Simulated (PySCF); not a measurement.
# SiCl₃ radical: electronic structure in real space

For SiCl₃ radical, the scripts below analyse its density (charges, bond critical points, surface potential), see where an electron leaves and enters and measure its response to a uniform field.

Program: PySCF 2.14.0. Level of theory: levels as typed in each script, gas phase, geometry from GFN2-xTB. These are calculated values, not measurements.

## 1. The system as given

4 atoms, charge 0, spin multiplicity 2.

Bond lengths: Cl1–Si2 2.025 Å, Si2–Cl3 2.025 Å, Si2–Cl4 2.025 Å. Angles: Cl1–Si2–Cl3 109.6°, Cl1–Si2–Cl4 109.7°, Cl3–Si2–Cl4 109.7°.

As a file:

| atom | x (Å) | y (Å) | z (Å) |
| --- | --- | --- | --- |
| Cl1 | -0.50531 | 1.84355 | 0.14405 |
| Si2 | 0.00020 | -0.00013 | -0.52490 |
| Cl3 | -1.34404 | -1.35926 | 0.14408 |
| Cl4 | 1.84919 | -0.48418 | 0.14413 |

## 2. Density, bond paths and surface potential (wB97X/6-311+g**)

input.py reads:

```python
import numpy as np
from pyscf import gto, scf, dft
from pyscf.scf import atom_ks, atom_hf
from scipy.linalg import block_diag

def solve(mol, dm0=None, hcore=None):
    mf = (dft.UKS if mol.spin else dft.RKS)(mol, xc='wb97x')
    mf.grids.level = 3
    mf = mf.density_fit(auxbasis='def2-universal-jkfit')
    mf.conv_tol, mf.max_cycle = 1e-8, 80
    if hcore is not None:
        mf.get_hcore = lambda *args: hcore
    mf.kernel(dm0)
    if not mf.converged:
        mf = mf.newton().run(mf.mo_coeff, mf.mo_occ, max_cycle=30)
    assert mf.converged, 'SCF not converged'
    return mf

mol = gto.M(atom='''
Cl    -0.50531     1.84355     0.14405
Si     0.00020    -0.00013    -0.52490
Cl    -1.34404    -1.35926     0.14408
Cl     1.84919    -0.48418     0.14413
''', basis='6-311+g**', charge=0, spin=1, verbose=4)
mf = solve(mol)
mf.analyze()
# spherically averaged free atoms, for the promolecule
atm = atom_ks.get_atm_nrks(mol, xc='wb97x')
pro = block_diag(*[(atm[a[0]][2] * atm[a[0]][3]) @ atm[a[0]][2].T for a in mol._atom])
np.savez('result.npz', e=mf.e_tot, c=mf.mo_coeff, occ=mf.mo_occ, eps=mf.mo_energy, pro=pro, dip=mf.dip_moment(verbose=0), s2=mf.spin_square()[0])
```

On the command line:

```sh
> OMP_NUM_THREADS=1 python input.py
```

## 4. Removing and adding an electron (PBE/6-31g*)

input.py reads:

```python
import numpy as np
from pyscf import gto, scf, dft
from pyscf.scf import atom_ks, atom_hf
from scipy.linalg import block_diag

def solve(mol, dm0=None, hcore=None):
    mf = (dft.UKS if mol.spin else dft.RKS)(mol, xc='pbe')
    mf.grids.level = 3
    mf = mf.density_fit(auxbasis='def2-universal-jkfit')
    mf.conv_tol, mf.max_cycle = 1e-8, 80
    if hcore is not None:
        mf.get_hcore = lambda *args: hcore
    mf.kernel(dm0)
    if not mf.converged:
        mf = mf.newton().run(mf.mo_coeff, mf.mo_occ, max_cycle=30)
    assert mf.converged, 'SCF not converged'
    return mf

mol = gto.M(atom='''
Cl    -0.50531     1.84355     0.14405
Si     0.00020    -0.00013    -0.52490
Cl    -1.34404    -1.35926     0.14408
Cl     1.84919    -0.48418     0.14413
''', basis='6-31g*', charge=0, spin=1, verbose=4)
mf = solve(mol)
out = dict(e0=mf.e_tot, dm0=mf.make_rdm1(), c=mf.mo_coeff, occ=mf.mo_occ, eps=mf.mo_energy)
for name, dq, spin in [('cation', 1, 0), ('anion', -1, 0)]:
    ion = mol.copy().set(charge=mol.charge + dq, spin=spin).build()
    mi = solve(ion)
    if spin and dq > 0 and mol.nao < 130:
        c, _, stable, _ = mi.stability(return_status=True)
        if not stable:
            mi = solve(ion, mi.make_rdm1(c, mi.mo_occ))
    print(name, 'vertical energy change / eV', (mi.e_tot - mf.e_tot) * 27.211386)
    out.update({'e_' + name: mi.e_tot, 'dm_' + name: mi.make_rdm1(), 's2_' + name: mi.spin_square()[0], 'eps_' + name: mi.mo_energy, 'occ_' + name: mi.mo_occ})
# spherically averaged free atoms, for the promolecule
atm = atom_ks.get_atm_nrks(mol, xc='pbe')
pro = block_diag(*[(atm[a[0]][2] * atm[a[0]][3]) @ atm[a[0]][2].T for a in mol._atom])
np.savez('result.npz', pro=pro, **out)
```

## 5. Response to an electric field (CAM-B3LYP/def2-svpd)

input.py reads:

```python
import numpy as np
from pyscf import gto, scf, dft
from pyscf.scf import atom_ks, atom_hf
from scipy.linalg import block_diag

def solve(mol, dm0=None, hcore=None):
    mf = (dft.UKS if mol.spin else dft.RKS)(mol, xc='camb3lyp')
    mf.grids.level = 3
    mf = mf.density_fit(auxbasis='def2-universal-jkfit')
    mf.conv_tol, mf.max_cycle = 1e-8, 80
    if hcore is not None:
        mf.get_hcore = lambda *args: hcore
    mf.kernel(dm0)
    if not mf.converged:
        mf = mf.newton().run(mf.mo_coeff, mf.mo_occ, max_cycle=30)
    assert mf.converged, 'SCF not converged'
    return mf

mol = gto.M(atom='''
Cl    -0.50531     1.84355     0.14405
Si     0.00020    -0.00013    -0.52490
Cl    -1.34404    -1.35926     0.14408
Cl     1.84919    -0.48418     0.14413
''', basis='def2-svpd', charge=0, spin=1, verbose=4)
field = np.array([-0.004, -0.0, -0.0])  # atomic units
mol.set_common_orig(mol.atom_charges() @ mol.atom_coords() / mol.atom_charges().sum())
mf = solve(mol)
out = dict(dm0=mf.make_rdm1(), d0=mf.dip_moment(unit='AU'), e0=mf.e_tot)
for name, sign in (('p', 1), ('m', -1)):
    h = mf.get_hcore() + sign * np.einsum('x,xij->ij', field, mol.intor('int1e_r'))
    mi = solve(mol, mf.make_rdm1(), h)
    out.update({'dm' + name: mi.make_rdm1(), 'd' + name: mi.dip_moment(unit='AU'), 'e' + name: mi.e_tot})
# spherically averaged free atoms, for the promolecule
atm = atom_ks.get_atm_nrks(mol, xc='camb3lyp')
pro = block_diag(*[(atm[a[0]][2] * atm[a[0]][3]) @ atm[a[0]][2].T for a in mol._atom])
np.savez('result.npz', pro=pro, **out)
```

(Steps that only read results are left out.)

Q: Predict the outcome of this session. Wanted: dipole moment; HOMO, LUMO; polarisability along the field.

As calculated:

| quantity | value |
| --- | --- |
| dipole moment (wB97X/6-311+g**) | 0.86 D |
| HOMO, LUMO (wB97X/6-311+g**) | -9.38, -2.02 eV |
| polarisability along the field (CAM-B3LYP/def2-svpd) | 73.3 bohr³ |

**Reading.** At wB97X/6-311+g**: The highest Hirshfeld charge is on Si2 (+0.30 e), the lowest on Cl1, Cl3 and Cl4 (−0.10 e). The geometry was not optimised at these levels.
